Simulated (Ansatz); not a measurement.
# Ge: the cost of one run

All numbers are computed with Ansatz 0.2.0, driven from Python. Level of theory: DFT PBEsol+D3(BJ), plane waves, PAW.

### Step 1. Starting point

Symmetry: Imma, No. 74, orthorhombic system. The conventional cell has a = 4.992 Å, b = 5.302 Å, c = 2.874 Å, α = 90.00°, β = 90.00°, γ = 90.00°. Ge (site symmetry mm2) is surrounded by 6 Ge at 2.68 to 2.87 Å.

No structure file is read: the coordinates are typed or built in the script.

### Step 2. Script

smear_ge.py reads:

```python
"""How the energy of Ge depends on the smearing."""

import ansatz as az
import matplotlib.pyplot as plt
from pymatgen.core import Lattice, Structure
from pymatgen.io.ase import AseAtomsAdaptor


def main() -> None:
    pmg_structure = Structure(
        Lattice([(-2.495898, 2.650863, 1.436947), (2.495898, -2.650863, 1.436947), (2.495898, 2.650863, -1.436947)]),
        ["Ge", "Ge"],
        [
            (0.185943, 0.935943, 0.25),
            (0.814057, 0.064057, 0.75),
        ],
    )
    structure = az.Crystal.from_ase(AseAtomsAdaptor.get_atoms(pmg_structure))

    model = (
        structure.calculation()
        .functional("pbesol", dispersion="D3(BJ)")
        .basis(470)
        .kpoints(spacing=0.24)
        .scf(tolerance=1e-10)
    )

    rows = []
    for value in [0.5, 0.3, 0.2, 0.1]:
        report = model.occupations("gaussian", width=value).run().report
        rows.append((value, report["free_energy_ev"] / len(report["lattice"]["sites"]), report["n_iterations"], report["n_kpoints"]))

    print("  width (eV)   F/atom (eV)    iterations      k-points")
    for row in rows:
        print(f"{str(row[0]):>12s}  {row[1]:12.5f}  {row[2]:12d}  {row[3]:12d}")

    # differences from the last row
    for row in rows[:-1]:
        shift = 1000 * (row[1] - rows[-1][1])
        print(f"{row[0]}: {shift:+.2f} meV/atom" + ("  (within 2 meV)" if abs(shift) < 2 else ""))
    plt.figure(figsize=(4.5, 3))
    plt.plot([str(row[0]) for row in rows], [1000 * (row[1] - rows[-1][1]) for row in rows], "o-")
    plt.xlabel("width (eV)")
    plt.ylabel("F - F(last) (meV/atom)")
    plt.tight_layout()
    plt.savefig("smear.png", dpi=100)


if __name__ == "__main__":
    main()
```

### Step 3. What the engine is handed

The package turns the script's settings into the engine's input (first run):

```yaml
crystal:
  lattice:
    - [-2.495898, 2.650863, 1.436947]
    - [2.495898, -2.650863, 1.436947]
    - [2.495898, 2.650863, -1.436947]
  atoms:
    - { symbol: Ge, position: [0.185943, 0.935943, 0.25] }
    - { symbol: Ge, position: [0.814057, 0.06405700000000009, 0.75] }
basis:
  ecutwfc: 470.0
kpoints:
  mp_grid:
    kspacing: 0.24
hamiltonian:
  xc: pbesol
  dispersion: d3bj
scf:
  convergence:
    dr2_threshold: 1.0e-10
  occupations:
    method: gaussian
    width: 0.5
```

### Step 4. The run

Launch:

```
> python smear_ge.py
```

Q: Estimate wall time and peak memory on 1 thread of Arm Neoverse V1, shared host.

About 33 s, with a peak of 0.54 GiB.
